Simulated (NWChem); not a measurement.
# B3LYP-D3(BJ)/6-31G(d)/LANL2DZ (core potential, spherical functions) run of C2H4GaN (SMILES N=C=[CH][GaH2])

What is the adiabatic ionisation energy of C2H4GaN at B3LYP-D3(BJ)/6-31G*/LANL2DZ (core potential, spherical functions)? 

The calculation is run with NWChem 7.3.0.

## Step 1: The molecule

C2H4GaN: 8 atoms, total charge 0, spin state singlet. SMILES: `N=C=[CH][GaH2]`. The coordinates come from a PBE0-D4/def2-TZVP relaxation. The run starts from this shape.

Bond lengths: N1–C2 1.214 Å, C2–C3 1.309 Å, C3–Ga4 1.931 Å, N1–H5 1.014 Å, C3–H6 1.084 Å, Ga4–H7 1.565 Å, Ga4–H8 1.565 Å. Angles: N1–C2–C3 173.8°, C2–C3–Ga4 119.1°, C2–N1–H5 119.2°, C2–C3–H6 118.2°, Ga4–C3–H6 122.7°, C3–Ga4–H7 118.3°, C3–Ga4–H8 118.1°, H7–Ga4–H8 123.7°.

## Step 2: A structure relaxation at B3LYP-D3(BJ)/6-31G(d)/LANL2DZ (core potential, spherical functions)

Input file c2h4gan.nw:

```
start c2h4gan
title "C2H4GaN"
memory total 2200 mb

geometry units au
   N    0.63664873   3.89604835  -1.61495995
   C    0.69088387   2.10685566  -0.18141371
   C    0.89251765   0.04856596   1.17692143
   Ga  -0.72055257  -3.01146755   0.01360603
   H   -0.77743333   5.17898342  -1.45546706
   H    1.96626003   0.13965076   2.92000481
   H   -0.43822749  -5.45450549   1.65596700
   H   -2.24990792  -2.90413111  -2.51465855
end

basis spherical bse
   N library 6-31G*
   C library 6-31G*
   Ga library LANL2DZ
   H library 6-31G*
end

ecp bse
   Ga library LANL2DZ
end

dft
   xc b3lyp
   disp vdw 4
   grid fine
   convergence energy 1e-07
   iterations 100
   mulliken
   print low
end

driver
   maxiter 60
end

freq
   temp 3 298.15 600 900
end

task dft optimize
task dft frequencies
```

On the command line:

```console
$ nwchem c2h4gan.nw > c2h4gan.out
```

The log of the run:

```text
[...]
 d= 0,ls=0.0,diis     1   -135.3213508252 -2.09D+02  1.38D-02  3.96D-01     0.8
[...]
         Total DFT energy =     -135.373935297672
[...]
@    0    -135.37393530  0.0D+00  0.01946  0.00536  0.00000  0.00000      7.2
[...]
         Total DFT energy =     -135.374284493192
[...]
@    1    -135.37435005 -4.1D-04  0.00342  0.00116  0.01447  0.04313     16.3
[...]
@    4    -135.37444493 -1.4D-06  0.00021  0.00008  0.00152  0.00485     36.0
[...]
         Total DFT energy =   -135.374446356229
[...]
@    5    -135.37444636 -1.4D-06  0.00006  0.00003  0.00361  0.01197     40.5
[...]
         Total DFT energy =     -135.374446450195
[...]
         Total DFT energy =   -135.374446450195
                         DFT ENERGY GRADIENTS
    atom               coordinates                        gradient
                 x          y          z           x          y          z
   1 N      -0.842952  -5.230300   0.169651    0.000000   0.000044  -0.000037
   2 C       0.380563  -3.277185  -0.030833    0.000002  -0.000025   0.000073
   3 C       1.609170  -1.106097  -0.001274   -0.000025   0.000015  -0.000022
   4 Ga     -0.203171   2.062621   0.020009    0.000081  -0.000026  -0.000005
   5 H      -1.404897  -6.141058  -1.432137   -0.000004  -0.000017  -0.000009
   6 H       3.663462  -1.183364   0.005351   -0.000001   0.000003  -0.000004
   7 H       1.353398   4.605739   0.074466   -0.000016   0.000014  -0.000001
   8 H      -3.185387   1.996716  -0.041548   -0.000038  -0.000009   0.000005
[...]
@    6    -135.37444645 -9.4D-08  0.00004  0.00002  0.00057  0.00180     43.8
[...]
      Optimization converged
[...]
@    6    -135.37444645 -9.4D-08  0.00004  0.00002  0.00057  0.00180     43.8
[...]
 d= 0,ls=0.0,diis     2   -135.3744465425  5.36D-10  7.76D-07  6.07D-09    46.8
         Total DFT energy =     -135.374446542515
      One electron energy =     -327.095252352470
           Coulomb energy =      138.056548080503
    Exchange-Corr. energy =      -19.897962156482
 Nuclear repulsion energy =       73.571569453980
    Dispersion correction =       -0.009349568047
[...]
 Zero-Point correction to Energy  =   30.025 kcal/mol  (  0.047848 au)
 Thermal correction to Energy     =   49.970 kcal/mol  (  0.079633 au)
 Thermal correction to Enthalpy   =   51.758 kcal/mol  (  0.082482 au)
 Total Entropy                    =  106.300 cal/mol-K
   - Translational                =   45.496 cal/mol-K (mol. weight = 110.9601)
   - Rotational                   =   28.942 cal/mol-K (symmetry #  =        1)
   - Vibrational                  =   31.862 cal/mol-K
 Cv (constant volume heat capacity) =   32.529 cal/mol-K
   - Translational                  =    2.979 cal/mol-K
   - Rotational                     =    2.979 cal/mol-K
   - Vibrational                    =   26.571 cal/mol-K
[...]
 Normal Eigenvalue ||           Projected Infra Red Intensities
  Mode   [cm**-1]  || [atomic units] [(debye/angs)**2] [(KM/mol)] [arbitrary]
 ------ ---------- || -------------- ----------------- ---------- -----------
    1       -0.000 ||    0.004110           0.095         4.006       0.410
    2        0.000 ||    0.000340           0.008         0.331       0.034
    3        0.000 ||    0.000033           0.001         0.032       0.003
    4        0.000 ||    0.000002           0.000         0.002       0.000
    5        0.000 ||    0.000088           0.002         0.085       0.009
    6        0.000 ||    0.000859           0.020         0.838       0.086
    7      125.020 ||    0.000374           0.009         0.364       0.037
    8      191.070 ||    0.002733           0.063         2.665       0.273
    9      439.821 ||    0.037429           0.864        36.488       3.733
   10      447.725 ||    0.057484           1.326        56.039       5.733
   11      470.572 ||    0.055522           1.281        54.126       5.538
   12      509.454 ||    0.031867           0.735        31.065       3.178
   13      599.173 ||    0.199394           4.600       194.380      19.888
   14      695.202 ||    0.049160           1.134        47.924       4.903
[...]
```

Run time: 3.4 min. Hardware: 1 thread of Intel Xeon 6975P-C (Granite Rapids), shared host; peak memory 0.19 GiB.

Step by step:

```
step  energy from the first frame kept (eV)
   0                                 0.0000
   1                                -0.0113
   2                                -0.0133
   3                                -0.0138
   4                                -0.0139
   5                                -0.0139
   6                                -0.0139
```

After the run. Bond lengths: N1–C2 1.224 Å, C2–C3 1.320 Å, C3–Ga4 1.932 Å, N1–H5 1.019 Å, C3–H6 1.088 Å, Ga4–H7 1.578 Å, Ga4–H8 1.579 Å. Angles: N1–C2–C3 173.8°, C2–C3–Ga4 120.7°, C2–N1–H5 118.8°, C2–C3–H6 117.4°, Ga4–C3–H6 121.9°, C3–Ga4–H7 118.8°, C3–Ga4–H8 118.5°, H7–Ga4–H8 122.7°.

## Step 3: The doublet cation: a structure relaxation at UB3LYP-D3(BJ)/6-31G(d)/LANL2DZ (core potential, spherical functions)

Input file run.xyz:

```xyz
8

N      0.336900     2.061700    -0.854600
C      0.365600     1.114900    -0.096000
C      0.472300     0.025700     0.622800
Ga    -0.381300    -1.593600     0.007200
H     -0.411400     2.740600    -0.770200
H      1.040500     0.073900     1.545200
H     -0.231900    -2.886400     0.876300
H     -1.190600    -1.536800    -1.330700
```

Input file run.nw:

```
start run
memory 2200 mb
charge 1

geometry units angstrom noautosym
  load format xyz run.xyz
end

basis spherical bse
  N library 6-31G*
  C library 6-31G*
  Ga library LANL2DZ
  H library 6-31G*
end

ecp bse
  Ga library LANL2DZ
end

dft
  xc b3lyp
  mult 2
  disp vdw 4
  grid fine
  convergence energy 1e-07
  maxiter 100
  mulliken
  print low
end

driver
  maxiter 60
end

freq
  temp 3 298.15 600 900
end

task dft optimize
task dft frequencies
```

On the command line:

```console
$ nwchem run.nw > run.out
```

The log of the run:

```text
[...]
 d= 0,ls=0.0,diis     1   -134.7329177265 -2.09D+02  2.91D-02  3.69D-01     1.1
[...]
         Total DFT energy =     -135.040342427077
[...]
@    0    -135.04034243  0.0D+00  0.05378  0.01662  0.00000  0.00000     58.8
[...]
         Total DFT energy =     -135.053761289759
[...]
@    1    -135.05729123 -1.7D-02  0.02384  0.00913  0.13027  0.37781     77.5
[...]
@   29    -135.06752238 -1.4D-07  0.00014  0.00004  0.00114  0.00258    307.5
[...]
         Total DFT energy =   -135.067522640845
[...]
@   30    -135.06752264 -2.6D-07  0.00004  0.00001  0.00281  0.00671    312.0
[...]
         Total DFT energy =     -135.067522738759
[...]
         Total DFT energy =   -135.067522738759
                         DFT ENERGY GRADIENTS
    atom               coordinates                        gradient
                 x          y          z           x          y          z
   1 N       0.320381   5.099540  -1.093470    0.000371   0.000056   0.000027
   2 C       0.694709   3.261649   0.064524    0.000009  -0.000188  -0.000051
   3 C       1.014911   1.001220   1.278471   -0.000100   0.000119   0.000051
   4 Ga     -0.628913  -2.345266   0.036587    0.000011   0.000003  -0.000017
   5 H       0.002082   6.735624  -2.015505   -0.000269   0.000020   0.000008
   6 H       2.202360   1.047524   2.963646   -0.000013  -0.000003  -0.000028
   7 H       0.049752  -4.574674   1.821397   -0.000009  -0.000000   0.000008
   8 H      -2.191467  -1.901080  -2.418014   -0.000000  -0.000006   0.000002
[...]
@   31    -135.06752274 -9.8D-08  0.00010  0.00003  0.00032  0.00092    315.6
[...]
      Optimization converged
[...]
@   31    -135.06752274 -9.8D-08  0.00010  0.00003  0.00032  0.00092    315.6
[...]
 d= 0,ls=0.0,diis     4   -135.0675228319 -1.88D-10  1.20D-07  3.33D-11   324.5
[...]
         Total DFT energy =     -135.067522831883
      One electron energy =     -319.635380053656
           Coulomb energy =      131.179823995889
    Exchange-Corr. energy =      -19.587732197340
 Nuclear repulsion energy =       72.984836241832
    Dispersion correction =       -0.009070818608
[...]
      <S2> =      0.7603 (Exact =     0.7500)
[...]
 Zero-Point correction to Energy  =   28.627 kcal/mol  (  0.045621 au)
 Thermal correction to Energy     =   49.925 kcal/mol  (  0.079560 au)
 Thermal correction to Enthalpy   =   51.713 kcal/mol  (  0.082409 au)
 Total Entropy                    =  112.621 cal/mol-K
   - Translational                =   45.496 cal/mol-K (mol. weight = 110.9601)
   - Rotational                   =   29.153 cal/mol-K (symmetry #  =        1)
   - Vibrational                  =   37.971 cal/mol-K
 Cv (constant volume heat capacity) =   32.982 cal/mol-K
   - Translational                  =    2.979 cal/mol-K
   - Rotational                     =    2.979 cal/mol-K
   - Vibrational                    =   27.023 cal/mol-K
[...]
 Normal Eigenvalue ||           Projected Infra Red Intensities
  Mode   [cm**-1]  || [atomic units] [(debye/angs)**2] [(KM/mol)] [arbitrary]
 ------ ---------- || -------------- ----------------- ---------- -----------
    1       -0.000 ||    0.008964           0.207         8.738       0.991
    2       -0.000 ||    0.004203           0.097         4.098       0.465
    3       -0.000 ||    0.010301           0.238        10.042       1.139
    4        0.000 ||    0.001154           0.027         1.125       0.128
    5        0.000 ||    0.001108           0.026         1.081       0.123
    6        0.000 ||    0.014226           0.328        13.868       1.573
    7       66.381 ||    0.000003           0.000         0.003       0.000
    8      116.101 ||    0.004010           0.093         3.909       0.444
    9      363.312 ||    0.126553           2.920       123.370      13.997
   10      367.151 ||    0.025650           0.592        25.005       2.837
   11      386.471 ||    0.162061           3.739       157.985      17.924
   12      424.044 ||    0.033352           0.769        32.513       3.689
   13      444.325 ||    0.055208           1.274        53.819       6.106
   14      527.717 ||    0.011265           0.260        10.982       1.246
[...]
```

Run time: 10 min. Hardware: 1 thread of Intel Xeon 6975P-C (Granite Rapids), shared host; peak memory 0.2 GiB.

The path in brief:

```csv
step,energy from the first frame kept (eV)
0,0.0000
2,-0.6257
4,-0.7140
6,-0.7295
8,-0.7326
10,-0.7327
12,-0.7328
14,-0.7334
16,-0.7367
18,-0.7391
20,-0.7395
22,-0.7395
24,-0.7395
26,-0.7396
28,-0.7396
30,-0.7396
31,-0.7396
```

After the run. Bond lengths: N1–C2 1.166 Å, C2–C3 1.368 Å, C3–Ga4 2.080 Å, N1–H5 1.008 Å, C3–H6 1.091 Å, Ga4–H7 1.553 Å, Ga4–H8 1.558 Å. Angles: N1–C2–C3 175.3°, C2–C3–Ga4 123.0°, C2–N1–H5 177.2°, C2–C3–H6 115.8°, Ga4–C3–H6 121.2°, C3–Ga4–H7 111.0°, C3–Ga4–H8 110.9°, H7–Ga4–H8 138.1°.

## Step 4: Summary of results

Level: B3LYP-D3(BJ)/6-31G*/LANL2DZ (core potential, spherical functions).

| quantity | value |
| --- | --- |
| run 1, B3LYP-D3(BJ)/6-31G*/LANL2DZ: total energy at the end | -135.37445 Eh |
| run 1, B3LYP-D3(BJ)/6-31G*/LANL2DZ: dispersion energy | -24.55 kJ/mol |
| run 1, B3LYP-D3(BJ)/6-31G*/LANL2DZ: lowest harmonic wavenumber | 125 cm⁻¹ |
| run 1, B3LYP-D3(BJ)/6-31G*/LANL2DZ: highest harmonic wavenumber | 3510 cm⁻¹ |
| run 1, B3LYP-D3(BJ)/6-31G*/LANL2DZ: zero-point energy | 125.6 kJ/mol |
| run 1, B3LYP-D3(BJ)/6-31G*/LANL2DZ: ideal-gas entropy at 298.15 K (symmetry number 1 as used) | 75.3 cal/(mol K) |
| doublet cation: total energy at the end | -135.06752 Eh |
| doublet cation: dispersion energy | -23.82 kJ/mol |
| doublet cation: ⟨S²⟩ | 0.760 |
| doublet cation: lowest harmonic wavenumber | 66 cm⁻¹ |
| doublet cation: highest harmonic wavenumber | 3749 cm⁻¹ |
| doublet cation: zero-point energy | 119.8 kJ/mol |
| adiabatic ionisation energy (to the doublet cation, no zero-point term) | 8.352 eV |

In words: The adiabatic ionisation energy (to the doublet cation, no zero-point term) is 8.35 eV (193 kcal/mol). All 18 modes (run 1, B3LYP-D3(BJ)/6-31G*/LANL2DZ) are real, so the shape is a minimum at this level. The optimisation (run 1, B3LYP-D3(BJ)/6-31G*/LANL2DZ) took 7 steps and changed the energy by -0.014 eV. All 18 modes (doublet cation) are real, so the shape is a minimum at this level. The optimisation (doublet cation) took 32 steps and changed the energy by -0.740 eV.
